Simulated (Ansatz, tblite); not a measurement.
# The cluster Li6H5: rung by rung

How do method and basis change the picture of the cluster Li6H5 (doublet)?

The runs use Ansatz 0.2.0, Gaussian basis; as each input shows.

Levels to be run: GFN1-xTB, PBE-D4/def2-TZVP, r2SCAN-D4/def2-TZVP, CAM-B3LYP-D4/def2-TZVP, B2PLYP/def2-TZVP, BHLYP-D4/def2-TZVP, LDA/def2-TZVP, r2SCAN0-D4/def2-TZVP, HF/def2-TZVP, B3LYP-D4/def2-TZVP, PBE-D4/def2-SVP, PBE0-D4/def2-SVP, HF/STO-3G, HF/6-31G, B3LYP-D4/6-31G, PBE0-D4/def2-TZVPD, PBE-D4/def2-TZVPD, r2SCAN-D4/def2-TZVPD, CCSD(T)/def2-TZVPP, MP2/def2-TZVP, RPA/def2-TZVP, CCSD(T)/def2-TZVPD.

## 1. The geometry

The geometry is that of the doublet, from an earlier relaxation (r2SCAN-D4/def2-TZVP). At that level it is the lowest of the isomers that a small search found.

11 atoms, charge 0, spin multiplicity 2.

Bond lengths: Li1–Li2 2.469 Å, Li1–Li4 2.579 Å, Li1–Li6 2.581 Å, Li1–H8 1.814 Å, Li1–H9 1.833 Å, Li1–H11 1.824 Å, Li2–Li4 2.579 Å, Li2–Li6 2.582 Å, Li2–H8 1.813 Å, Li2–H10 1.833 Å, Li2–H11 1.823 Å, Li3–Li4 2.817 Å, Li3–Li5 2.660 Å, Li3–Li6 2.596 Å, Li3–H7 1.809 Å, Li3–H9 1.811 Å, Li4–Li5 2.811 Å, Li4–Li6 2.855 Å and more. Angles: Li2–Li1–Li4 61.4°, Li2–Li1–Li6 61.4°, Li2–Li1–H8 47.1°, Li2–Li1–H9 94.6°, Li2–Li1–H11 47.4°, Li4–Li1–Li6 67.2°, Li4–Li1–H8 45.3°, Li4–Li1–H9 49.9°, Li4–Li1–H11 96.5°, Li6–Li1–H8 96.1°, Li6–Li1–H9 50.3°, Li6–Li1–H11 45.6°, H8–Li1–H9 95.2°, H8–Li1–H11 94.3°, H9–Li1–H11 95.9°, Li1–Li2–Li4 61.4°, Li1–Li2–Li6 61.4°, Li1–Li2–H8 47.1° and more.

PBE0-D4/def2-TZVP was run before; its log isn't repeated, and its numbers join the tables.

## 2. GFN1-xTB

Tight binding, by tblite at 300 K electronic temperature and without a spin-polarisation term:

```python
tblite.interface.Calculator('GFN1-xTB', numbers, positions, charge=0, uhf=1).singlepoint()
```

Energy -139.0944 eV; 0.004 s.

## 3. PBE-D4/def2-TZVP

start.molden holds the orbitals of an earlier run on this state, given as this run's starting guess.

Contents of in.yaml:

```yaml
crystal:
  periodic: [false, false, false]
  atoms:
    - {symbol: Li, position_ang: [-1.600402, -0.611517, 1.120899]}
    - {symbol: Li, position_ang: [-1.516129, 1.308711, -0.428039]}
    - {symbol: Li, position_ang: [1.904568, -1.364705, 0.535895]}
    - {symbol: Li, position_ang: [0.448873, 0.952251, 1.204544]}
    - {symbol: Li, position_ang: [1.996141, 0.706932, -1.130041]}
    - {symbol: Li, position_ang: [-0.119163, -0.789317, -0.985643]}
    - {symbol: H, position_ang: [1.690069, -1.071687, -1.235807]}
    - {symbol: H, position_ang: [-1.363947, 1.169360, 1.373282]}
    - {symbol: H, position_ang: [0.185939, -0.996477, 0.973322]}
    - {symbol: H, position_ang: [0.280528, 1.151609, -0.758198]}
    - {symbol: H, position_ang: [-1.906488, -0.455159, -0.670213]}
basis:
  gaussian: {orbitals: def2-TZVP, initial_orbitals: start.molden}
magnetization: {spin_polarized: true, initial_magnetization: 1}
hamiltonian: {xc: pbe, dispersion: d4}
scf: {omitted_lower_state_checks: [starts]}
output: {orbitals: {seedname: orbitals}}
```

Command:

```console
$ ansatz run in.yaml --threads 4 --pin off --events-out ev --progress --plain --max-ram 3916MiB
```

Further steps of the session: r2SCAN-D4/def2-TZVP; CAM-B3LYP-D4/def2-TZVP; B2PLYP/def2-TZVP; BHLYP-D4/def2-TZVP; LDA/def2-TZVP; r2SCAN0-D4/def2-TZVP; HF/def2-TZVP; B3LYP-D4/def2-TZVP; PBE-D4/def2-SVP; PBE0-D4/def2-SVP; HF/STO-3G; HF/6-31G; B3LYP-D4/6-31G; PBE0-D4/def2-TZVPD; PBE-D4/def2-TZVPD; r2SCAN-D4/def2-TZVPD; CCSD(T)/def2-TZVPP; MP2/def2-TZVP; RPA/def2-TZVP; CCSD(T)/def2-TZVPD.

Q: Predict the results of all the runs planned. Wanted: gap in def2-TZVP, named functionals and Hartree-Fock, smallest and largest; correlation energy, CCSD(T)/def2-TZVPP; correlation energy, MP2/def2-TZVP; correlation energy, CCSD(T)/def2-TZVPD; binding an atom, CCSD(T)/def2-TZVPP; ⟨S²⟩ in def2-TZVP, named functionals and Hartree-Fock, smallest and largest; PBE0 total energy, smallest basis above largest.

The runs gave:

| quantity | value |
| --- | --- |
| gap in def2-TZVP, named functionals and Hartree-Fock, smallest and largest | 0.90 eV (LDA), 5.57 eV (HF) |
| correlation energy, CCSD(T)/def2-TZVPP | -11.35 eV |
| correlation energy, MP2/def2-TZVP | -8.48 eV |
| correlation energy, CCSD(T)/def2-TZVPD | -10.62 eV |
| binding an atom, CCSD(T)/def2-TZVPP | 1.923 eV |
| ⟨S²⟩ in def2-TZVP, named functionals and Hartree-Fock, smallest and largest | 0.750, 0.751 |
| PBE0 total energy, smallest basis above largest | 1.15 eV (def2-SVP, def2-TZVPD) |

**Reading.** Over the named functionals and Hartree-Fock in def2-TZVP the gap runs from 0.90 eV (LDA) to 5.57 eV (HF); exact exchange widens it. A small miss in a minimal or small basis is a cancelling of errors, not accuracy. The functionals in def2-TZVP miss CCSD(T)/def2-TZVPP by -0.044 (PBE0-D4) to +0.163 eV (LDA) an atom. CCSD(T)/def2-TZVPP isn't at the basis-set limit; small misses against it rank nothing.
